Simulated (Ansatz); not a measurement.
# PW: the cost of one run

Computed with Ansatz 0.2.0 through its Python package. Level of theory: DFT PBEsol, plane waves, PAW.

## Step 1: The structure

It takes space group Pnma (No. 62, orthorhombic). The conventional cell has a = 5.717 Å, b = 3.238 Å, c = 6.219 Å, α = 90.00°, β = 90.00°, γ = 90.00°. P (site symmetry m) is surrounded by 5 W at 2.36 to 2.51 Å. W (site symmetry m) has 5 P at 2.36 to 2.51 Å as nearest neighbours.

No structure file is read: the coordinates are typed or built in the script.

## Step 2: The code

File pw.py:

```python
"""Energy against volume for PW, with a fit."""

from dataclasses import dataclass

import ansatz as az
from ase.eos import EquationOfState
from ase.units import GPa
import numpy as np


@dataclass(frozen=True)
class RunConfig:
    kmesh: tuple[int, ...] = (5, 8, 5)


opts = RunConfig()

vectors0 = np.array([
    [5.717, 0.0, 0.0],
    [0.0, 3.238, 0.0],
    [0.0, 0.0, 6.219],
])
sites = [
    ("P", (0.8, 0.75, 0.62)),
    ("P", (0.2, 0.25, 0.38)),
    ("P", (0.7, 0.25, 0.12)),
    ("P", (0.3, 0.75, 0.88)),
    ("W", (0.0, 0.75, 0.175)),
    ("W", (0.0, 0.25, 0.825)),
    ("W", (0.5, 0.25, 0.675)),
    ("W", (0.5, 0.75, 0.325)),
]


def crystal_on(cell):
    crystal = az.Crystal(lattice=az.Lattice.of(cell))
    for symbol, position in sites:
        crystal = crystal.atom(symbol, position)
    return crystal


def main() -> None:
    # uniform scaling of the cell
    volumes, energies = [], []
    for scale in np.linspace(0.9, 1.1, 9):
        cell = vectors0 * scale ** (1 / 3)
        setup = (
            crystal_on(cell).calculation()
            .occupations(az.OccupationsMethod.FERMI_DIRAC)  # fractional filling near the Fermi level
            .functional(az.Functional.PBESOL)
            .pseudopotentials("paw")
            .basis(21 * az.Ha)
            .kpoints(*opts.kmesh)
        )
        rep = setup.run(threads=1, backend="cpu").report
        volumes.append(abs(np.linalg.det(cell)) / len(sites))
        energies.append(rep["free_energy_ev"] / len(sites))
        print(f"V = {volumes[-1]:8.4f} A^3/atom  F = {energies[-1]:.5f} eV/atom")

    eos = EquationOfState(volumes, energies, eos="vinet")
    v0, e0, bulk = eos.fit()
    print(f"V0 = {v0:.4f} A^3/atom, E0 = {e0:.5f} eV/atom, B = {bulk / GPa:.1f} GPa")
    eos.plot("eos.png")


if __name__ == "__main__":
    main()
```

## Step 3: The calls as engine input

The engine receives this input (first run):

```yaml
crystal:
  lattice:
    - [5.519702811790385, 0.0, 0.0]
    - [0.0, 3.126254627353029, 0.0]
    - [0.0, 0.0, 6.004378482862411]
  atoms:
    - { symbol: P, position: [0.8, 0.75, 0.62] }
    - { symbol: P, position: [0.2, 0.25, 0.38] }
    - { symbol: P, position: [0.7, 0.25, 0.12] }
    - { symbol: P, position: [0.3, 0.75, 0.88] }
    - { symbol: W, position: [0.0, 0.75, 0.175] }
    - { symbol: W, position: [0.0, 0.25, 0.825] }
    - { symbol: W, position: [0.5, 0.25, 0.675] }
    - { symbol: W, position: [0.5, 0.75, 0.325] }
basis:
  ecutwfc: 571.4391111657479
kpoints:
  mp_grid:
    grid: [5, 8, 5]
hamiltonian:
  xc: pbesol
  pseudopotentials:
    kind: paw
scf:
  occupations:
    method: fermi_dirac
```

## Step 4: Running it

Run with:

```sh
> python pw.py
```

What time and memory should one allow on 1 thread of Arm Neoverse V1, shared host?

About 2.9 min, with a peak of 0.63 GiB.
